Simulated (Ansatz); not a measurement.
# Ti2O: the cost of one run

Computed with Ansatz 0.2.0 (DFT PBEsol, scalar-relativistic, plane waves, PAW, unless a step's input says otherwise).

### Step 1. Starting point

The structure is trigonal, space group P-3m1 (No. 164). Conventional cell: a = 2.919 Å, b = 2.919 Å, c = 4.713 Å, α = 90.00°, β = 90.00°, γ = 120.00°. Ti (site symmetry 3m) is surrounded by 3 O at 2.14 Å. O (site symmetry -3m) is surrounded by 6 Ti at 2.14 Å.

As a file:

```xyz
3
Lattice="2.9194 0.0000 0.0000 -1.4597 2.5283 0.0000 0.0000 0.0000 4.7130" Properties=species:S:1:pos:R:3 pbc="T T T"
Ti    1.4597    0.8428    1.3137
Ti    0.0000    1.6855    3.3993
O     0.0000    0.0000    0.0000
```

Source of the structure: the Crystallography Open Database.

(A quick probe on a coarse mesh, which set the mesh and smearing, is not shown.)

### Step 3. Rough relaxation on the coarse mesh

Contents of input.yaml:

```yaml
crystal:
  lattice:
    - [2.9193980238, 0.0, 0.0]
    - [-1.4596990119, 2.5282728524, 0.0]
    - [0.0, 0.0, 4.713]
  atoms:
    - { symbol: Ti, position: [0.6666666667, 0.3333333333, 0.27874] }
    - { symbol: Ti, position: [0.3333333333, 0.6666666667, 0.72126] }
    - { symbol: O, position: [0.0, 0.0, 0.0] }
basis:
  ecutwfc: 420
kpoints:
  mp_grid: { grid: [9, 9, 4] }
hamiltonian:
  xc: pbesol
scf:
  occupations: { method: gaussian, width: 0.1 }
output:
  forces: true
  stress: true
  eigenvalues: true
relax:
  adjacent_minimum: "off"
  f_tol: 0.05
  max_steps: 80
  cell: { stress_tol: 0.5 }
```

The run is started by

```
$ ansatz run input.yaml --threads 1 --pin off --max-ram 1331MiB --backend cpu --events-out ev --progress --plain --runs-dir out
```

**Question.** How long does this run take on 1 thread of an Arm CPU, shared host, and how much memory does it need?

About 11 s, with a peak of 0.32 GiB.
